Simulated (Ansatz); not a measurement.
# C2H10GeOSi: basis-set convergence

How large a basis does C2H10GeOSi need? Two functionals are run in growing sets.

Method: one geometry, several basis sets; program: Ansatz 0.2.0, Gaussian basis.

Levels to be run: PBE0-D4/def2-SVP; ωB97M-V/def2-SVP; PBE0-D4/def2-QZVPP; ωB97M-V/def2-QZVPP; the functionals' def2-TZVPP values are taken from earlier runs.

## Step 1: The relaxed structure

The geometry comes from an earlier relaxation with PBE0-D4 in a triple-zeta def2 set; it is a stationary point, not always the lowest conformer.

SMILES `C[O][GeH]([CH3])[SiH3]`, 15 atoms, charge 0, spin multiplicity 1.

Atoms are counted from 1 here; the program's logs count them from 0.

Bond lengths: C1–O2 1.403 Å, C1–H6 1.099 Å, C1–H7 1.093 Å, C1–H8 1.099 Å, O2–Ge3 1.791 Å, Ge3–C4 1.943 Å, Ge3–Si5 2.395 Å, Ge3–H9 1.551 Å, C4–H10 1.091 Å, C4–H11 1.090 Å, C4–H12 1.091 Å, Si5–H13 1.488 Å, Si5–H14 1.489 Å, Si5–H15 1.487 Å. Angles: O2–C1–H6 112.2°, O2–C1–H7 108.2°, O2–C1–H8 112.4°, H6–C1–H7 108.0°, H6–C1–H8 107.9°, H7–C1–H8 107.9°, C1–O2–Ge3 118.6°, O2–Ge3–C4 104.0°, O2–Ge3–Si5 109.4°, O2–Ge3–H9 107.1°, C4–Ge3–Si5 113.7°, C4–Ge3–H9 111.7°, Si5–Ge3–H9 110.5°, Ge3–C4–H10 110.6°, Ge3–C4–H11 109.9°, Ge3–C4–H12 109.4°, H10–C4–H11 109.0°, H10–C4–H12 109.0° and more.

## Step 2: PBE0-D4 in def2-SVP

in.yaml

```yaml
crystal:
  periodic: [false, false, false]
  atoms:
    - {symbol: C, position_ang: [-0.740172, 2.247306, 0.147982]}
    - {symbol: O, position_ang: [-0.962052, 1.017363, -0.490477]}
    - {symbol: Ge, position_ang: [0.357347, -0.193996, -0.500745]}
    - {symbol: C, position_ang: [-0.297438, -1.592954, -1.679816]}
    - {symbol: Si, position_ang: [0.771244, -0.936166, 1.738304]}
    - {symbol: H, position_ang: [0.121539, 2.784467, -0.272202]}
    - {symbol: H, position_ang: [-1.627685, 2.869895, 0.008228]}
    - {symbol: H, position_ang: [-0.574063, 2.134463, 1.228429]}
    - {symbol: H, position_ang: [1.613708, 0.504470, -1.083057]}
    - {symbol: H, position_ang: [0.449061, -2.380701, -1.791855]}
    - {symbol: H, position_ang: [-1.210426, -2.025687, -1.270090]}
    - {symbol: H, position_ang: [-0.515798, -1.167755, -2.660049]}
    - {symbol: H, position_ang: [1.133862, 0.202855, 2.623670]}
    - {symbol: H, position_ang: [1.897362, -1.909945, 1.742107]}
    - {symbol: H, position_ang: [-0.438186, -1.604414, 2.288871]}
basis:
  gaussian: {orbitals: def2-SVP}
hamiltonian: {xc: pbe0, dispersion: d4}
output: {orbitals: {seedname: orbitals}}
```

Started as:

```sh
> ansatz run in.yaml --threads 2 --pin off --events-out ev --progress --plain --max-ram 32768MiB --backend cpu
```

Further steps of the session: ωB97M-V in def2-SVP; PBE0-D4 in def2-QZVPP; ωB97M-V in def2-QZVPP.

**Question.** What will the summary of the whole plan be? Wanted: PBE0-D4: double and triple zeta above quadruple; ωB97M-V: double and triple zeta above quadruple.

**Answer**, as computed:

| quantity | value |
| --- | --- |
| PBE0-D4: double and triple zeta above quadruple | 16.59, 1.74 eV |
| ωB97M-V: double and triple zeta above quadruple | 16.78, 1.68 eV |

What this shows: For PBE0-D4 the step from double to triple zeta gains 14.85 eV and the next only 1.74 eV. Total energies overstate the basis error of differences, where much of it tends to cancel. The LUMO of ωB97M-V is positive and keeps falling with the basis (2.08 to 1.51 eV): an unbound level that the basis holds in place.
